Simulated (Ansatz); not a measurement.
# Pd2PtSe6: the cost of one run

Computed with Ansatz 0.2.0 (DFT PBE, scalar-relativistic, plane waves, PAW, unless a step's input says otherwise).

### Step 1. The starting structure

It takes space group P-31m (No. 162, trigonal). The conventional cell has a = 6.577 Å, b = 6.577 Å, c = 5.032 Å, α = 90.00°, β = 90.00°, γ = 120.00°. Pd (site symmetry 32) is surrounded by 6 Se at 2.55 Å. Around Pt (site symmetry -3m) lie 6 Se at 2.53 Å. Se (site symmetry m) is surrounded by 1 Pt at 2.53 Å and 2 Pd at 2.55 Å.

As a file:

```cif
data_structure
_symmetry_space_group_name_H-M 'P-31m'
_symmetry_Int_Tables_number 162
_cell_length_a 6.5775
_cell_length_b 6.5775
_cell_length_c 5.0319
_cell_angle_alpha 90.000
_cell_angle_beta 90.000
_cell_angle_gamma 120.000
_cell_volume 188.53
loop_
_atom_site_label
_atom_site_type_symbol
_atom_site_symmetry_multiplicity
_atom_site_Wyckoff_symbol
_atom_site_fract_x
_atom_site_fract_y
_atom_site_fract_z
_atom_site_occupancy
Pd1 Pd 2 c 0.66667 0.33333 0.00000 1
Pt1 Pt 1 a 0.00000 0.00000 0.00000 1
Se1 Se 6 k 0.00000 0.33093 0.25652 1
```

The start is the relaxed end of an invented cell (made as: elements ordered on the sites of the PtSe2 type, Pt/Pd on Pt (P-31m, No. 162)), taken up again for a closer look.

### Step 2. Probe: one point on a coarse mesh

Input file input.yaml:

```yaml
crystal:
  lattice:
    - [6.577479, 0.0, 0.0]
    - [-3.2887395, 5.6962639, 0.0]
    - [0.0, 0.0, 5.031939]
  atoms:
    - { symbol: Pd, position: [0.6666667, 0.3333333, 0.0] }
    - { symbol: Pd, position: [0.3333333, 0.6666667, 0.0] }
    - { symbol: Pt, position: [0.0, 0.0, 0.0] }
    - { symbol: Se, position: [0.0, 0.330929, 0.256522] }
    - { symbol: Se, position: [0.669071, 0.669071, 0.256522] }
    - { symbol: Se, position: [0.330929, 0.0, 0.256522] }
    - { symbol: Se, position: [0.330929, 0.330929, 0.743478] }
    - { symbol: Se, position: [0.0, 0.669071, 0.743478] }
    - { symbol: Se, position: [0.669071, 0.0, 0.743478] }
basis:
  ecutwfc: 420
kpoints:
  mp_grid: { grid: [3, 3, 4] }
hamiltonian:
  xc: pbe
scf:
  occupations: { method: gaussian, width: 0.1 }
  lower_state_search: "off"
output:
  forces: true
  stress: true
  eigenvalues: true
```

The run is started by

```bash
> ansatz run input.yaml --threads 4 --pin off --max-ram 8192MiB --backend cpu --events-out ev --progress --plain --runs-dir out
```

Q: Estimate wall time and peak memory on 4 threads of Arm Neoverse V2, shared host.

About 2.7 s, with a peak of 0.73 GiB.
